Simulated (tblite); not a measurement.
# C6H10BFSe: the cost of one run

Computed with tblite 0.8.0 and PySCF 2.14.0, with density-fitted response routines of our own, on a single molecule in the gas phase. Atoms count from 0, in the outputs and in this text.

## Step 1: The molecule as given

19 atoms, charge 0, multiplicity 1; geometry from: force field or distance geometry start.

Bonds of the start (Å): C0–C1 1.36, C1–C2 1.48, C1–C3 1.48, C3–C4 1.51, C4–Se5 1.97, Se5–C6 1.96, C6–B7 1.58, B7–F8 1.47, C6–C3 1.48, C0–H9 1.11, C0–H10 1.08, C2–H11 1.08, C2–H12 1.13, C2–H13 1.13, C3–H14 1.12, C4–H15 1.11, C4–H16 1.11, C6–H17 1.08, B7–H18 1.20.

## Step 2: Optimising the geometry with GFN2-xTB

The job: settings as JSON, then the geometry in Å.

```
{"job": {"kind": "relax", "xc": "GFN2-xTB", "basis": "xTB"}, "charge": 0, "multiplicity": 1}
C     -1.606200    -0.650100     1.246800
C     -1.103300     0.043200     0.196300
C     -1.811600     1.289100    -0.153500
C      0.100100    -0.450000    -0.504100
C      0.835000    -1.617300     0.105400
Se     2.253100    -1.204200    -1.193900
C      1.320000     0.393200    -0.536600
B      1.973800     0.852000     0.831400
F      2.935400    -0.063200     1.457700
H     -2.507500    -0.263600     1.757700
H     -1.132100    -1.570200     1.554100
H     -1.292100     2.208200     0.080800
H     -2.819400     1.335200     0.365500
H     -1.955400     1.262700    -1.274800
H     -0.209500    -0.705400    -1.549100
H      1.158100    -1.490200     1.160600
H      0.276700    -2.547600    -0.117400
H      1.230900     1.195800    -1.257800
H      2.344400     1.991500     0.853700
```

Started as:

```sh
> OMP_NUM_THREADS=1 python probes_run.py task.json out
```

One launch serves the whole session: the jobs run in the order shown.

Q: Estimate the wall time of this first job on 1 thread of Arm Neoverse N1, shared host.

About 1.7 s.
